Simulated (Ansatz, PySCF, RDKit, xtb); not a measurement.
# GeSi4H12: which of the isomers drawn lies lowest?

Which of a sample of isomers of GeSi4H12 is the most stable in the gas at 298.15 K, and what are its properties? The sample is small against all isomers, and the most stable one of this formula need not be in it.

The funnel: GFN2-xTB relaxations, single points with a density functional, relaxations at PBE0-D3(BJ)/def2-SVP, harmonic vibrations (at GFN2-xTB), and a last energy at a higher level. All values are calculated.

## 1. Drawing up candidates

Isomers were taken from a list of plausible structures; this is a sample, not all of them. That gives 4 candidates.

```
label                             SMILES     spin
 c116     [SiH3][SiH2][SiH2][SiH2][GeH3]  singlet
 c328    [SiH3][SiH]([SiH3])[SiH2][GeH3]  singlet
 c502  [SiH3][SiH2][Si@@H]([SiH3])[GeH3]  singlet
 c677   [SiH3][Si]([SiH3])([SiH3])[GeH3]  singlet
```

Candidates are built by distance geometry, with a force field where one applies, in up to four conformers (letters a to d).

**Question.** With final energies at CCSD(T)/def2-SVP + MP2/def2-TZVPP - MP2/def2-SVP, which structure will this search put lowest in free energy, and by what margin?

| quantity | value |
| --- | --- |
| lowest structure found | [SiH3][Si]([SiH3])([SiH3])[GeH3], singlet |
| next finalist | [SiH3][SiH2][Si@@H]([SiH3])[GeH3], singlet, 2.8 kcal/mol higher in G |
| share at equilibrium, among the finalists | 98.4 % |
| dipole moment (PBE0/def2-SVPD) | 0.01 D |
| HOMO energy (PBE0/def2-SVPD) | -7.94 eV |
| LUMO energy (PBE0/def2-SVPD) | -0.45 eV |
| HOMO–LUMO gap (PBE0/def2-SVPD) | 7.50 eV |
| lowest excitation (TD-PBE0/def2-SVPD) | 6.39 eV (f = 0.000) |
| lowest triplet excitation, same level, Tamm-Dancoff | 5.72 eV |
| vertical electron affinity | -0.78 eV (unbound: the value depends on the basis) |

The search ends on `[SiH3][Si]([SiH3])([SiH3])[GeH3]`. The margin, 2.8 kcal/mol, is modest. r2SCAN-D4/def2-SVP, PBE0-D3(BJ)/def2-SVP, HF/def2-SVP and MP2/def2-SVP already put its bonding pattern lowest among the structures in one piece; GFN2-xTB favours the singlet [SiH3][SiH2][SiH2][SiH2][GeH3] (c116b, not a finalist); HF/STO-3G favours the singlet [SiH3][SiH2][Si@@H]([SiH3])[GeH3] (c502b, not a finalist). One minimum inside the window was never screened. The search is not exhaustive (a finite list of starts, one conformer a finalist), so a lower isomer can't be ruled out. Only 4 drawn patterns were tried, so whole families of isomers are missing, and the result ranks this sample alone.
